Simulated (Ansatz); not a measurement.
What does this script print? It uses Ansatz's Python interface.

The script, `run_torsion.py`:
```python
# -*- coding: utf-8 -*-
"""Rigid torsion scan of CH7FP2Si."""

import warnings

import ansatz as az
from ase import Atoms


def main():
    warnings.simplefilter("ignore", az.DeckWarning)

    atoms = Atoms(["C", "Si", "F", "P", "P", "H", "H", "H", "H", "H", "H", "H"], positions=[
        (1.7541, 0.4457, 0.3795),
        (0.2929, -0.2385, -0.4945),
        (0.7578, -0.9399, -1.8553),
        (-0.7441, -1.7307, 0.7659),
        (-1.155, 1.3642, -0.9698),
        (2.2754, 1.1877, -0.2339),
        (1.4754, 0.9352, 1.3183),
        (2.478, -0.3389, 0.6222),
        (-1.8713, -1.9142, -0.0673),
        (-1.3781, -0.8224, 1.6439),
        (-2.1958, 0.53, -1.4381),
        (-1.6893, 1.5218, 0.3292),
    ])

    # relax first, so that the scan starts from a minimum
    first = (
        az.Crystal.molecule_from_ase(atoms).calculation()
        .basis(gaussian="6-31G*")
        .functional("r2scan")
        .relax(force_tolerance=0.02, max_steps=80)
    )
    atoms.positions = first.run().report["positions_ang"]

    start = atoms.get_dihedral(0, 1, 3, 8)
    energies = {}
    for turn in range(0, 360, 40):
        turned = atoms.copy()
        turned.set_dihedral(0, 1, 3, 8, start + turn, indices=[3, 8, 9])
        calc = (
            az.Crystal.molecule_from_ase(turned).calculation()
            .basis(gaussian="6-31G*")
            .functional("r2scan")
        )
        energies[round((start + turn) % 360)] = calc.run().report["free_energy_ev"]
    floor = min(energies.values())
    print("dihedral C0-Si1-P3-H8 (deg)   E - E(min) (kcal/mol)")
    for angle, e in sorted(energies.items()):
        print(f"{angle:8d} {23.060548 * (e - floor):14.3f}  " + "#" * int(30 * (e - floor) / max(max(energies.values()) - floor, 1e-9)))


if __name__ == "__main__":
    main()
```

```console
$ python run_torsion.py
dihedral C0-Si1-P3-H8 (deg)   E - E(min) (kcal/mol)
       4          2.390  ##############################
      44          1.437  ##################
      84          1.540  ###################
     124          1.037  #############
     164          0.000
     204          1.104  #############
     244          1.450  ##################
     284          0.366  ####
     324          1.534  ###################
```

The scan is rigid and the energies are electronic, in a modest basis. With rigid groups the curve can differ much from the relaxed path, the start wasn't checked as a minimum of this torsion, and equivalent turns needn't return to the same energy. Timing: 100 s on 1 thread of AMD EPYC 7R43 64-Core Processor (Zen 3), on a shared host, peak memory 0.25 GiB.
